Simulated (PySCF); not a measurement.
**A diatomic session: BiCl−**

One table from this session's results is given with a row withheld; the runs are named, their logs left out.

The runs use PySCF 2.14.0; Bi def2-SVPD with ECP60, Cl def2-SVPD, scalar-relativistic core potentials.

The first run:

The job is set up so:

```json
{
 "atoms": "Bi, Cl",
 "charge": "-1",
 "basis": "Bi def2-SVPD with ECP60, Cl def2-SVPD",
 "Hamiltonian": "scalar-relativistic core potentials",
 "basis functions": "59",
 "electrons treated": "41",
 "masses in u": "208.9804, 34.9689",
 "levels": "PBE0, PBE, r²SCAN, BP86, BHandHLYP, TPSS, HF, MP2, SCS-MP2, CCSD, CCSD(T)",
 "grid": "80 radial by 434 angular points",
 "occupations": "held fixed by the projection of orbital angular momentum",
 "dissociation limit": "Bi + Cl−, each in its ground configuration",
 "starting distance in angstrom": "2.530",
 "values of 2S to try": "1, 3"
}
```

The run is started by

```console
$ OMP_NUM_THREADS=1 python dia.py task.json out
```

Among the steps run: The job; First curve: PBE0; Higher solutions at PBE0; PBE (GGA); r²SCAN (meta-GGA); BP86 (GGA); BHandHLYP (global hybrid GGA); TPSS (meta-GGA); UHF; Adding correlation.

One of the session's tables, all rows but one given; the rest of the session is left out.

Energy (eV) from each level's lowest point:

| R (Å) | UHF | UHF-MP2 | UHF-SCS-MP2 | UHF-CCSD | UHF-CCSD(T) |
| --- | --- | --- | --- | --- | --- |
| 2.686 | 0.594 | 0.397 | 0.442 | n/a | n/a |
| 2.811 | 0.357 | 0.203 | 0.236 | 0.231 | 0.216 |
| 2.936 | 0.204 | 0.089 | 0.113 | 0.109 | 0.098 |
| 3.029 | 0.128 | 0.040 | 0.057 | 0.054 | 0.046 |
| 3.123 | 0.075 | 0.013 | 0.024 | 0.022 | 0.016 |
| 3.217 | 0.040 | 0.000 | 0.006 | 0.005 | 0.002 |
| 3.342 | ? | ? | ? | ? | ? |
| 3.498 | 0.000 | 0.015 | 0.009 | 0.011 | 0.014 |
| 3.685 | 0.002 | 0.045 | 0.033 | 0.036 | 0.043 |
| 3.935 | 0.018 | 0.090 | 0.072 | n/a | n/a |

Q: Estimate the row for R (Å) = 3.342 from the others.

Worked estimate for «UHF». A straight line through the neighbours (3.217, 0.040) and (3.498, 0.000) gives 0.040 + (0.000 − 0.040) × (3.342 − 3.217) / (3.498 − 3.217) = 0.022; a parabola fitted to 4 rows on both sides gives 0.015.

**Answer.** UHF: 0.013; UHF-MP2: 0.000; UHF-SCS-MP2: 0.000; UHF-CCSD: 0.000; UHF-CCSD(T): 0.000. In «UHF» the line misses by +0.009 and the parabola by +0.002.
